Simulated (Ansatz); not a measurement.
**C₃H₉ClGeOSe: small, medium and large basis sets**

One table from this session's results is given with a row withheld; the runs are named, their logs left out.

Computed with Ansatz 0.2.0, Gaussian basis. Level: one geometry, several basis sets.

The runs, in order: PBE0-D4/def2-SVP; ωB97M-V/def2-SVP; PBE0-D4/def2-QZVPP; ωB97M-V/def2-QZVPP; the functionals' def2-TZVPP values are taken from earlier runs.

## The geometry

The geometry comes from an earlier relaxation with PBE0-D4 in a triple-zeta def2 set; it is a stationary point, not always the lowest conformer.

SMILES `C[O][Ge]([CH3])([Cl])[Se]C`, 16 atoms, charge 0, spin multiplicity 1.

Atoms are counted from 1 here; the program's logs count them from 0.

Bond lengths: C1–O2 1.413 Å, C1–H8 1.095 Å, C1–H9 1.092 Å, C1–H10 1.096 Å, O2–Ge3 1.762 Å, Ge3–C4 1.930 Å, Ge3–Cl5 2.174 Å, Ge3–Se6 2.344 Å, C4–H11 1.090 Å, C4–H12 1.090 Å, C4–H13 1.090 Å, Se6–C7 1.957 Å, C7–H14 1.087 Å, C7–H15 1.088 Å, C7–H16 1.089 Å. Angles: O2–C1–H8 111.4°, O2–C1–H9 107.5°, O2–C1–H10 112.0°, H8–C1–H9 108.7°, H8–C1–H10 108.5°, H9–C1–H10 108.6°, C1–O2–Ge3 120.9°, O2–Ge3–C4 106.7°, O2–Ge3–Cl5 108.3°, O2–Ge3–Se6 107.8°, C4–Ge3–Cl5 108.4°, C4–Ge3–Se6 117.4°, Cl5–Ge3–Se6 107.9°, Ge3–C4–H11 109.0°, Ge3–C4–H12 109.0°, Ge3–C4–H13 109.9°, H11–C4–H12 109.9°, H11–C4–H13 109.5° and more.

The first run:

Contents of in.yaml:

```yaml
crystal:
  periodic: [false, false, false]
  atoms:
    - {symbol: C, position_ang: [-0.347566, -0.860801, -2.625835]}
    - {symbol: O, position_ang: [-0.520706, -1.380482, -1.323833]}
    - {symbol: Ge, position_ang: [0.046055, -0.490482, 0.087851]}
    - {symbol: C, position_ang: [-0.169891, -1.662122, 1.606428]}
    - {symbol: Cl, position_ang: [2.166697, -0.082479, -0.166322]}
    - {symbol: Se, position_ang: [-1.080069, 1.564230, 0.140693]}
    - {symbol: C, position_ang: [0.202707, 2.544282, 1.246121]}
    - {symbol: H, position_ang: [0.711510, -0.818847, -2.901353]}
    - {symbol: H, position_ang: [-0.863329, -1.529147, -3.317987]}
    - {symbol: H, position_ang: [-0.773089, 0.143874, -2.726616]}
    - {symbol: H, position_ang: [-1.224334, -1.919343, 1.708310]}
    - {symbol: H, position_ang: [0.417727, -2.565754, 1.443650]}
    - {symbol: H, position_ang: [0.172037, -1.162183, 2.512158]}
    - {symbol: H, position_ang: [1.192154, 2.490453, 0.798852]}
    - {symbol: H, position_ang: [0.214978, 2.152940, 2.260836]}
    - {symbol: H, position_ang: [-0.144880, 3.575890, 1.257027]}
basis:
  gaussian: {orbitals: def2-SVP}
hamiltonian: {xc: pbe0, dispersion: d4}
output: {orbitals: {seedname: orbitals}}
```

Launch:

```bash
> ansatz run in.yaml --threads 4 --pin off --events-out ev --progress --plain --max-ram 66560MiB --backend cpu
```

Among the steps run: PBE0-D4 in def2-SVP; ωB97M-V in def2-SVP; PBE0-D4 in def2-QZVPP; ωB97M-V in def2-QZVPP.

One table of the session follows, with a row left open; its other results are not shown here.

```
functional       basis  HOMO (eV)
   PBE0-D4    def2-SVP      -6.66
   PBE0-D4  def2-TZVPP      -6.77
   PBE0-D4  def2-QZVPP      -6.79
   ωB97M-V    def2-SVP          ?
   ωB97M-V  def2-TZVPP      -8.94
   ωB97M-V  def2-QZVPP      -8.97
```

Estimate the missing values for ωB97M-V, def2-SVP.

**Answer.** HOMO (eV): -8.82. In the column «HOMO (eV)» it lies between ωB97M-V, def2-TZVPP (-8.94) and PBE0-D4, def2-QZVPP (-6.79).
